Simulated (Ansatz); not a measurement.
Here is an Ansatz 0.2.0 calculation.

Contents of input.yaml:

```yaml
crystal:
  lattice:
    - [4.92453, 0.0, 0.0]
    - [0.0, 5.5972, 0.0]
    - [0.0, 0.0, 7.24347]
  atoms:
    - { symbol: H, position: [0.0, 0.5, 0.19317] }
    - { symbol: H, position: [0.5, 0.0, 0.80683] }
    - { symbol: Pb, position: [0.5, 0.5, 0.95257] }
    - { symbol: Pb, position: [0.0, 0.0, 0.04743] }
    - { symbol: "N", position: [0.0, 0.0, 0.63654] }
    - { symbol: "N", position: [0.5, 0.5, 0.36346] }
    - { symbol: O, position: [0.0, 0.5, 0.0586] }
    - { symbol: O, position: [0.5, 0.0, 0.9414] }
    - { symbol: O, position: [0.0, 0.19569, 0.72995] }
    - { symbol: O, position: [0.0, 0.80431, 0.72995] }
    - { symbol: O, position: [0.0, 0.0, 0.4675] }
    - { symbol: O, position: [0.5, 0.69569, 0.27005] }
    - { symbol: O, position: [0.5, 0.30431, 0.27005] }
    - { symbol: O, position: [0.5, 0.5, 0.5325] }
hamiltonian:
  xc: r2scan
  pseudopotentials: { kind: paw }
  dispersion: rvv10
kpoints:
  mp_grid: { grid: [4, 4, 3] }
scf:
  occupations: { method: fermi_dirac, width: 0.05 }
output:
  forces: true
  stress: true
  eigenvalues: true
relax:
  f_tol: 0.01
  max_steps: 40
  cell: { stress_tol: 0.05 }
```

Potentials or basis: Ansatz PAW.

Run with:

```sh
$ ansatz run input.yaml --threads 8 --pin off --max-ram 20480MiB --backend cpu --events-out ev --progress --plain --runs-dir out
```

**Question.** What does it give for the space group after relaxing (to 0.05 Å)?

**Answer.** Pmmn (No. 59).

**Question.** What does it give for the relaxed cell?

**Answer.** a = 4.698 Å, b = 5.364 Å, c = 7.068 Å, α = 90.00°, β = 90.00°, γ = 90.00°.

Forces on the atoms (eV/Å):
```
H    0.000  0.000  0.001
H    0.000  0.000 -0.001
Pb   0.000  0.000  0.001
Pb   0.000  0.000 -0.001
N    0.000  0.000  0.002
N    0.000  0.000 -0.002
O    0.000  0.000 -0.002
O    0.000  0.000  0.002
O    0.000  0.002  0.003
O    0.000 -0.002  0.003
O    0.000  0.000 -0.005
O    0.000  0.002 -0.003
O    0.000 -0.002 -0.003
O    0.000  0.000  0.005
```

Caveat: odd divisions of the mesh miss points on the zone boundary, where band edges often lie, so the gap on the mesh can be too wide; the plane-wave basis is chosen anew once the cell has moved, so the energies of steps on either side of that aren't comparable; spin-orbit coupling is left out, which as a rule narrows the gap of such compounds by several tenths of an eV; the PAW data sets come from PBE, with cores solved anew for the run's functional, which leaves a small shift of forces and pressure.
